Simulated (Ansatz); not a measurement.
# CH5BClFOSi: molecular dynamics

The plan is to follow the molecule's vibrations and see whether its bonds hold. The start is relaxed first. Runs: 391 steps of 0.5 fs at constant energy (fourth-order Milne integrator), with velocities drawn for 700 K. SMILES of the start: OCB(F)[SiH2]Cl.

Method: RKS PBE-D4/STO-3G, in Ansatz 0.2.0.

## (1) The structure to begin with

Bond lengths: O1–C2 1.358 Å, C2–B3 1.571 Å, B3–F4 1.420 Å, B3–Si5 1.972 Å, Si5–Cl6 2.116 Å, O1–H7 1.013 Å, C2–H8 1.123 Å, C2–H9 1.094 Å, Si5–H10 1.449 Å, Si5–H11 1.448 Å. Angles (14 of 16 angles, heavy atoms first): O1–C2–B3 107.9°, C2–B3–F4 124.6°, C2–B3–Si5 120.4°, F4–B3–Si5 114.8°, B3–Si5–Cl6 109.1°, O1–C2–H8 110.6°, O1–C2–H9 111.5°, B3–C2–H8 109.3°, B3–C2–H9 109.4°, C2–O1–H7 109.7°, B3–Si5–H10 109.4°, B3–Si5–H11 110.0°, Cl6–Si5–H10 107.7°, Cl6–Si5–H11 108.9°.

As a file:

```xyz
11

O    -1.4967    1.0604   -0.6909
C    -1.4116    0.0902    0.2558
B    -0.2281   -0.8652   -0.1372
F    -0.3646   -2.2545   -0.3960
Si    1.6241   -0.1906   -0.1926
Cl    2.1249    0.6097    1.7014
H    -0.8895    1.8330   -0.4447
H    -1.2071    0.5391    1.2646
H    -2.3382   -0.4881    0.3224
H     1.7157    0.8817   -1.1623
H     2.5367   -1.2727   -0.4998
```

## (2) Preparing the start

Input file input.yaml:

```yaml
crystal:
  periodic: [false, false, false]
  atoms:
    - { symbol: O, position_ang: [-1.4967, 1.0604, -0.6909] }
    - { symbol: C, position_ang: [-1.4116, 0.0902, 0.2558] }
    - { symbol: B, position_ang: [-0.2281, -0.8652, -0.1372] }
    - { symbol: F, position_ang: [-0.3646, -2.2545, -0.396] }
    - { symbol: Si, position_ang: [1.6241, -0.1906, -0.1926] }
    - { symbol: Cl, position_ang: [2.1249, 0.6097, 1.7014] }
    - { symbol: H, position_ang: [-0.8895, 1.833, -0.4447] }
    - { symbol: H, position_ang: [-1.2071, 0.5391, 1.2646] }
    - { symbol: H, position_ang: [-2.3382, -0.4881, 0.3224] }
    - { symbol: H, position_ang: [1.7157, 0.8817, -1.1623] }
    - { symbol: H, position_ang: [2.5367, -1.2727, -0.4998] }
basis:
  gaussian: { orbitals: STO-3G }
hamiltonian:
  xc: pbe
  dispersion: d4
relax:
  f_tol: 0.02
  max_steps: 40
scf:
  lower_state_search: "off"
```

On the command line:

```
ansatz run input.yaml --threads 1 --pin off --max-ram 2048MiB --backend cpu --events-out ev --progress --plain --runs-dir out
```

The runs that follow: The run.

What does the calculation give? Wanted: relaxation of the start; temperature, first and last step; temperature, second half; potential energy, second half; largest change of the total energy; bonds formed or broken.

The runs gave:

| quantity | value |
| --- | --- |
| relaxation of the start | 25 moves, 1.785 eV lower |
| length | 391 steps of 0.5 fs |
| temperature, first and last step | 700 and 329 K |
| temperature, second half | mean 334 K, from 188 to 485 K |
| potential energy, second half | +39 meV/atom from the start |
| largest change of the total energy | 0.00 meV/atom |
| bonds formed or broken | 0 |

The temperature starts at 700 K and averages 334 K in the second half, where it ranges from 188 to 485 K. About half is expected from a start at a minimum: kinetic energy passes into potential energy until both shares match. The total energy strays from its start by at most 0.00 meV/atom, under 0.1 % of the mean kinetic energy, so a step of 0.5 fs is short enough over this time. The bonds all hold. Averages from a run of 196 fs with 11 atoms are rough. In so small a basis the energies are only a sketch.
